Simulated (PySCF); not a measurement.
**Ce(SH)3: other functionals and bases at one geometry**

How far do other levels of theory move the description of Ce(SH)3, and what does each cost? It is a constructed species; whether it can be made isn't addressed.

Method: several levels, as the steps say, no spin–orbit coupling; program: PySCF 2.14.0.

6 further runs of the same task are left out: 2 for a known fault of the program, 2 that didn't finish, 2 set aside as unsound or not needed.

### Step 1. The starting structure

7 atoms, charge 0, spin multiplicity 1.

Bond lengths: Ce1–S2 2.698 Å, Ce1–S4 2.698 Å, Ce1–S6 2.698 Å, S2–H3 1.355 Å, S4–H5 1.355 Å, S6–H7 1.355 Å. Angles: S2–Ce1–S4 117.5°, S2–Ce1–S6 117.5°, S4–Ce1–S6 117.5°, Ce1–S2–H3 94.4°, Ce1–S4–H5 94.4°, Ce1–S6–H7 94.4°.

As a file:

```
Ce    0.0000    0.0000    0.5643
S     2.6336   -0.3973    0.9943
H     2.9133    0.9195    1.1527
S    -0.9727    2.4794    0.9943
H    -2.2529    2.0632    1.1527
S    -1.6609   -2.0821    0.9943
H    -0.6603   -2.9827    1.1527
```

Formal oxidation states: Ce +3. Each metal's 1 4f electrons lie in its core potential, so multiplicities, spins and levels count the valence alone. An earlier session relaxed this geometry at r2SCAN, Ce lcecp-1-SVP with ECP47, S def2-SVP, H def2-SVP (singlet, point group C3).

At r2SCAN on the finer grid: E = -1228.336724 Eh, HOMO -6.39 eV, LUMO -2.75 eV, Mulliken charge on Ce1 +0.88 e, largest force component 0.011 eV/Å. 

Levels to run: wB97X; B3LYP; TPSSh; CAM-B3LYP; r2SCAN, TZVP. Hardware: 2 threads of Intel Xeon Platinum 8375C at 2.90GHz (Ice Lake), shared host.

### Step 2. wB97X

Input file run.py (the lines that set the calculation):

```python
mol = gto.M(atom='''
Ce     0.00000     0.00000     0.56434
S      2.63363    -0.39732     0.99429
H      2.91325     0.91950     1.15272
S     -0.97273     2.47944     0.99429
H     -2.25294     2.06319     1.15272
S     -1.66090    -2.08213     0.99429
H     -0.66031    -2.98270     1.15272''',
    basis={'Ce': 'lcecp-1-SVP', 'S': 'def2-SVP', 'H': 'def2-SVP'},
    ecp={'Ce': 'lcecp-1-SVP'},
    charge=0, spin=0)
mf = dft.RKS(mol, xc='WB97X')
mf.grids.atom_grid = (75, 302)  # f atoms: unpruned, at least (60, 302)
mf = mf.density_fit()  # fitting sets: Ce AutoAux, S def2-universal-JKFIT, H def2-universal-JKFIT
mf.conv_tol = 1e-08; mf.max_cycle = 55
mf.kernel(dm0)  # dm0: the density of the relaxed state
```

Launch:

```bash
$ OMP_NUM_THREADS=2 python run.py
```

### Step 3. B3LYP

run.py (the lines that set the calculation): that of step 2 with these lines changed.

```diff
@@ -11,3 +11,3 @@
     charge=0, spin=0)
-mf = dft.RKS(mol, xc='WB97X')
+mf = dft.RKS(mol, xc='B3LYP')
 mf.grids.atom_grid = (75, 302)  # f atoms: unpruned, at least (60, 302)
```

### Step 4. TPSSh

run.py (the lines that set the calculation): that of step 3 with these lines changed.

```diff
@@ -11,3 +11,3 @@
     charge=0, spin=0)
-mf = dft.RKS(mol, xc='B3LYP')
+mf = dft.RKS(mol, xc='TPSSH')
 mf.grids.atom_grid = (75, 302)  # f atoms: unpruned, at least (60, 302)
```

### Step 5. CAM-B3LYP

run.py (the lines that set the calculation): that of step 4 with these lines changed.

```diff
@@ -11,3 +11,3 @@
     charge=0, spin=0)
-mf = dft.RKS(mol, xc='TPSSH')
+mf = dft.RKS(mol, xc='CAMB3LYP')
 mf.grids.atom_grid = (75, 302)  # f atoms: unpruned, at least (60, 302)
```

### Step 6. r2SCAN, TZVP

Basis: Ce lcecp-1-TZVP with ECP47, S def2-TZVP, H def2-TZVP. 

Input file run.py (the lines that set the calculation):

```python
mol = gto.M(atom='''
Ce     0.00000     0.00000     0.56434
S      2.63363    -0.39732     0.99429
H      2.91325     0.91950     1.15272
S     -0.97273     2.47944     0.99429
H     -2.25294     2.06319     1.15272
S     -1.66090    -2.08213     0.99429
H     -0.66031    -2.98270     1.15272''',
    basis={'Ce': 'lcecp-1-TZVP', 'S': 'def2-TZVP', 'H': 'def2-TZVP'},
    ecp={'Ce': 'lcecp-1-TZVP'},
    charge=0, spin=0)
mf = dft.RKS(mol, xc='R2SCAN')
mf.grids.atom_grid = (75, 302)  # f atoms: unpruned, at least (60, 302)
mf = mf.density_fit()  # fitting sets: Ce AutoAux, S def2-universal-JKFIT, H def2-universal-JKFIT
mf.conv_tol = 1e-08; mf.max_cycle = 55
mf.kernel(dm0)  # dm0: free metal ions and neutral atoms
```

What does the calculation give? Wanted: for each run, HOMO; gap; charge on Ce1; dipole; largest force.

As calculated:

| level | state | HOMO (eV) | gap (eV) | charge on Ce1 (e) | dipole (D) | largest force (eV/Å) | basis functions | time |
| --- | --- | --- | --- | --- | --- | --- | --- | --- |
| r2SCAN (relaxed here) | singlet | -6.39 | 3.64 | 0.88 | 2.37 | 0.01 | 102 | 34 s |
| wB97X | singlet | -9.56 | 8.82 | 0.94 | 2.62 | 0.15 | 102 | 8.7 s |
| B3LYP | singlet | -6.95 | 4.29 | 0.81 | 2.36 | 0.12 | 102 | 6.5 s |
| TPSSh | singlet | -6.65 | 4.02 | 0.92 | 2.38 | 0.06 | 102 | 8.9 s |
| CAM-B3LYP | singlet | -8.47 | 6.78 | 0.86 | 2.48 | 0.06 | 102 | 8.9 s |
| r2SCAN, TZVP | singlet | -6.44 | 3.72 | 1.29 | 2.46 | 0.21 | 176 | 24 s |

Times are on 2 threads of Intel Xeon Platinum 8375C at 2.90GHz (Ice Lake), shared host; the first row also made further properties.

In one basis the HOMO–LUMO gap runs from 3.64 eV (r2SCAN) to 8.82 eV (wB97X). The largest leftover force, 0.21 eV/Å with r2SCAN, TZVP, stands at a geometry relaxed at another level. The Mulliken charge on Ce spans +0.81 to +1.29 e over the levels. With 4f in the core, its levels are missing from HOMO and gap. Total energies of different levels can't be compared. Spin–orbit coupling is left out throughout.
